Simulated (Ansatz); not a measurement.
**SnSiH6O (SMILES [SiH3][O][SnH3]) at 6 levels**

Aim: a comparison of 6 runs (HF/def2-SVP, BHLYP/def2-SVP, HSE06/def2-SVP, PBE/def2-SVP, wB97X/def2-SVP, CCSD/def2-SVP) of SnSiH6O. 

The results are computed with Ansatz 0.2.0.

63 further runs of the same task are left out: 63 set aside as unsound or not needed. Runs told in other sessions of the task aren't counted.

### Step 1. The system as given

SnSiH6O has 9 atoms, charge 0, and is taken as a singlet. As SMILES, `[SiH3][O][SnH3]`. The Si1–H5 distance was set to 2.674 Å, away from the relaxed value. At this shape a bond of the SMILES string is far longer than usual.

Bond lengths: Si1–O2 1.627 Å, O2–Sn3 1.963 Å, Si1–H4 1.492 Å, Si1–H6 1.492 Å, Sn3–H7 1.699 Å, Sn3–H8 1.705 Å, Sn3–H9 1.705 Å. Angles: Si1–O2–Sn3 136.6°, O2–Si1–H4 111.4°, O2–Si1–H6 111.4°, O2–Sn3–H7 103.7°, O2–Sn3–H8 106.7°, O2–Sn3–H9 106.7°, H4–Si1–H6 107.4°, H7–Sn3–H8 113.3°, H7–Sn3–H9 113.3°, H8–Sn3–H9 112.3°.

### Step 2. The energy at HF/def2-SVP (core potential) (run 1)

File input.yaml:

```yaml
crystal:
  periodic: [false, false, false]
  atoms:
    - {symbol: Si, position_ang: [-1.087097, 0.388066, -0.094127]}
    - {symbol: O, position_ang: [0.170003, -0.485534, 0.456673]}
    - {symbol: Sn, position_ang: [0.457503, -1.863934, 1.824073]}
    - {symbol: H, position_ang: [-2.165597, -0.490134, -0.634327]}
    - {symbol: H, position_ang: [-0.233000, 2.004100, -2.046400]}
    - {symbol: H, position_ang: [-1.689197, 1.219166, 0.988873]}
    - {symbol: H, position_ang: [2.114103, -2.218034, 1.697573]}
    - {symbol: H, position_ang: [-0.545597, -3.179134, 1.412373]}
    - {symbol: H, position_ang: [0.030503, -1.166634, 3.319673]}
basis:
  gaussian:
    orbitals: def2-SVP
hamiltonian:
  xc: hf
accuracy: high
output: {orbitals: {seedname: orbitals}}
```

On the command line:

```console
$ ansatz run input.yaml --threads 1 --pin off --max-ram 2610MiB --events-out events.jsonl --progress --plain --runs-dir runs
```

Output:

```text
Warning: RAYON_NUM_THREADS=1 ignored (pool sized by the plan → 1); use --threads N
Functional definition: HF
  name "HF"
  exchange = exact_x
  correlation = 0
2040 factors; integrals over basis functions are off by at most 3.8e-9 eV
mean field evaluation 1: about -15789.5283 eV, gradient 3.6e1 eV
mean field evaluation 2: about -15789.6311 eV, gradient 3.6e1 eV
mean field evaluation 4: about -15792.5471 eV, gradient 2.8e0 eV
mean field evaluation 8: about -15792.5849 eV, gradient 1.0e-1 eV
mean field evaluation 16: about -15792.5850 eV, gradient 2.2e-8 eV
mean field -15792.58499252 eV, -580.3667938766 hartree, gradient 2.2e-8 eV, S^2 0.000000; 0 other end points of the search recorded, 0 dependent functions left out
reference -15792.58499252 eV, -580.3667938766 hartree; 25, 25 occupied and 63, 63 virtual orbitals, 2040 factors
Total energy: -15792.58499252 eV, -580.3667938766 hartree
```

Run time: 3 s. Hardware: 1 thread of Arm Neoverse V1, shared host; peak memory 0.24 GiB.

### Step 3. The energy at BHLYP/def2-SVP (core potential) (run 2)

File run.yaml:

```yaml
crystal:
  periodic: [false, false, false]
  atoms:
    - {symbol: Si, position_ang: [-1.087097, 0.388066, -0.094127]}
    - {symbol: O, position_ang: [0.170003, -0.485534, 0.456673]}
    - {symbol: Sn, position_ang: [0.457503, -1.863934, 1.824073]}
    - {symbol: H, position_ang: [-2.165597, -0.490134, -0.634327]}
    - {symbol: H, position_ang: [-0.233000, 2.004100, -2.046400]}
    - {symbol: H, position_ang: [-1.689197, 1.219166, 0.988873]}
    - {symbol: H, position_ang: [2.114103, -2.218034, 1.697573]}
    - {symbol: H, position_ang: [-0.545597, -3.179134, 1.412373]}
    - {symbol: H, position_ang: [0.030503, -1.166634, 3.319673]}
basis:
  gaussian:
    orbitals: def2-SVP
magnetization:
  spin_polarized: false
  initial_magnetization: 0
hamiltonian:
  xc: {name: BHLYP}
accuracy: high
output: {orbitals: {seedname: orbitals}}
```

On the command line:

```console
$ ansatz run run.yaml --threads 1 --pin off --max-ram 2610MiB --events-out events.jsonl --progress --plain --runs-dir runs
```

Output:

```text
Warning: RAYON_NUM_THREADS=1 ignored (pool sized by the plan → 1); use --threads N
Functional definition: BHLYP
  name "BHLYP"
  parameter a = 0.5
  exchange = (1 - a)*b88_x + a*exact_x
  correlation = lyp_c
2040 factors; integrals over basis functions are off by at most 3.8e-9 eV
mean field evaluation 1: about -15839.8091 eV, gradient 4.5e1 eV
mean field evaluation 2: about -15835.1763 eV, gradient 6.7e1 eV
mean field evaluation 4: about -15843.4686 eV, gradient 1.9e0 eV
mean field evaluation 8: about -15843.5487 eV, gradient 7.2e-2 eV
mean field evaluation 16: about -15843.5488 eV, gradient 3.3e-6 eV
mean field -15843.54875373 eV, -582.2396775564 hartree, gradient 6.6e-8 eV, S^2 0.000000; 0 other end points of the search recorded, 0 dependent functions left out
reference -15843.54878781 eV, -582.2396788090 hartree; 25, 25 occupied and 63, 63 virtual orbitals, 2040 factors
Total energy: -15843.54878781 eV, -582.2396788090 hartree
```

It took 9 s on 1 thread of Arm Neoverse V1, shared host; peak memory 0.3 GiB.

Runs 3 to 5 aren't shown in full; the table further down has their settings and results.

### Step 4. A single-point energy at CCSD/def2-SVP (core potential) (run 6)

File input.yaml:

```yaml
crystal:
  periodic: [false, false, false]
  atoms:
    - symbol: Si
      position_ang: [-1.087097, 0.388066, -0.094127]
    - symbol: O
      position_ang: [0.170003, -0.485534, 0.456673]
    - symbol: Sn
      position_ang: [0.457503, -1.863934, 1.824073]
    - symbol: H
      position_ang: [-2.165597, -0.490134, -0.634327]
    - symbol: H
      position_ang: [-0.233000, 2.004100, -2.046400]
    - symbol: H
      position_ang: [-1.689197, 1.219166, 0.988873]
    - symbol: H
      position_ang: [2.114103, -2.218034, 1.697573]
    - symbol: H
      position_ang: [-0.545597, -3.179134, 1.412373]
    - symbol: H
      position_ang: [0.030503, -1.166634, 3.319673]
basis:
  gaussian:
    orbitals: def2-SVP
correlation:
  method: ccsd
  frozen_orbitals: {H: 0, O: 1, Si: 5, Sn: 4}
accuracy: high
magnetization:
  spin_polarized: false
scf:
  omitted_lower_state_checks: [cluster_reference, increment]
```

On the command line:

```console
$ ansatz run input.yaml --threads 1 --pin off --max-ram 2610MiB --events-out events.jsonl --progress --plain --runs-dir runs
```

Output:

```text
Warning: RAYON_NUM_THREADS=1 ignored (pool sized by the plan → 1); use --threads N
[... 12 lines left out ...]
10 core orbitals not correlated: weight in the atoms' cores, before any rotation towards them, 1.000 or more for the frozen orbitals, at most 0.000 for the correlated occupied ones
[... 26 lines left out ...]
Total energy: -15805.44913491 eV, -580.8395423897 hartree
Checks for a lower state left out: cluster_reference, increment
```

Run time: 20 s. Hardware: 1 thread of Arm Neoverse V1, shared host; peak memory 0.51 GiB.

### Step 5. All runs side by side

```csv
run,level,frozen core orbitals,energy (Eh),HOMO energy (eV),LUMO energy (eV),HOMO–LUMO gap (eV),wall time
1,HF/def2-SVP (core potential),–,-580.366794,-8.58,1.20,9.78,3 s
2,BHLYP/def2-SVP (core potential),–,-582.239679,-7.33,-1.16,6.17,9 s
3,HSE06/def2-SVP (core potential),–,-582.139235,-6.13,-2.42,3.71,9.6 s
4,PBE/def2-SVP (core potential),–,-582.113442,-5.57,-2.82,2.75,7.2 s
5,wB97X/def2-SVP (core potential),–,-582.369016,-8.63,-0.02,8.61,32 s
6,CCSD/def2-SVP (core potential),10,-580.839542,–,–,–,20 s
```

### Step 6. What came out

| quantity | value |
| --- | --- |
| run 6: total energy | -580.83954 Eh |
| run 6: correlation energy (10 core orbitals frozen) | -472.7 mEh |
| run 6: T1 diagnostic | 0.020 |

In words: Over runs 1, 2, 3, 4, 5 the HOMO–LUMO gap runs from 2.75 eV (PBE/def2-SVP) to 9.78 eV (HF/def2-SVP). Exact exchange widens orbital gaps. Totals of different functionals can't be ranked against each other. In run 6 the log says that unrestricted orbitals would lower the reference, so the values rest on an unstable closed-shell determinant (other closed-shell runs at this shape may share the fault). In all runs a closed-shell determinant meets a far-stretched bond; if it breaks into open shells, such a determinant describes it badly, and no broken-symmetry solution was shown. All runs together took 82 s, the longest 32 s.
